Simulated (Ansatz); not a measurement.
# AlAsH+ (quintet): the correlation ladder, cc-pVTZ

The task here is to estimate one member of a computed series from the others.

Method: cc-pVTZ, core rule «outside noble gas», up to 19 orbitals frozen; program: Ansatz 0.2.0, Gaussian basis.

To be run: UHF; CCSD(T) on ROHF; CCSD(T) on UHF; BCCD(T) on ROHF; CCSDT(Q) on ROHF; CCSDT(Q) on UHF.

14 further runs of the same task are left out: 9 for a known fault of the program, 5 set aside as unsound or not needed.

## The geometry

The geometry is a PBE0/def2-TZVP stationary point (not a proven minimum) of the parent state, kept for this charge and spin. No spin-orbit coupling is included. The filled d shell of As may be among the frozen orbitals whatever the setting's name suggests; the logs give the count.

3 atoms, charge 1, spin multiplicity 5.

Atoms are counted from 1 here; the program's logs count them from 0.

Bond lengths: Al1–As2 2.506 Å, As2–H3 1.536 Å. Angles: Al1–As2–H3 97.9°.

The first run:

Contents of in.yaml:

```yaml
crystal:
  periodic: [false, false, false]
  atoms:
    - {symbol: Al, position_ang: [0.000000, 0.029431, 1.850804]}
    - {symbol: As, position_ang: [0.000000, -0.030581, -0.654394]}
    - {symbol: H, position_ang: [0.000000, 1.485283, -0.902155]}
basis:
  gaussian: {orbitals: cc-pVTZ}
total_charge: 1
magnetization: {spin_polarized: true, initial_magnetization: 4}
hamiltonian: {xc: hf}
output: {orbitals: {seedname: orbitals}}
```

The run is started by

```console
> ansatz run in.yaml --threads 1 --pin off --events-out ev --progress --plain --max-ram 4096MiB --backend cpu
```

Among the steps run: UHF; CCSD(T) on ROHF; CCSD(T) on UHF; BCCD(T) on ROHF; CCSDT(Q) on ROHF; CCSDT(Q) on UHF.

One table of the session follows, with a row left open; its other results are not shown here.

It belongs to the step «Misses and costs». 

```
   method  from UCCSDT(Q) (kcal/mol)
     ROHF                     +91.00
      UHF                     +88.36
     RMP2                     +19.65
     UMP2                     +19.84
    RCCSD                      +4.53
    UCCSD                      +4.18
 RCCSD(T)                      +1.19
 UCCSD(T)                      +0.90
  BCCD(T)                          ?
   RCCSDT                      +0.46
   UCCSDT                      +0.15
RCCSDT(Q)                      +0.32
UCCSDT(Q)                          0
```

Q: Estimate the row for BCCD(T) from the others.

**Answer.** from UCCSDT(Q) (kcal/mol): +1.18. In the column «from UCCSDT(Q) (kcal/mol)» it lies between UCCSD(T) (+0.90) and RCCSD(T) (+1.19).

Limits of these values: Restricted and unrestricted rows rest on different reference determinants; where their highest levels disagree by more than a few hundredths of an eV, they describe different states and don't form one ladder.
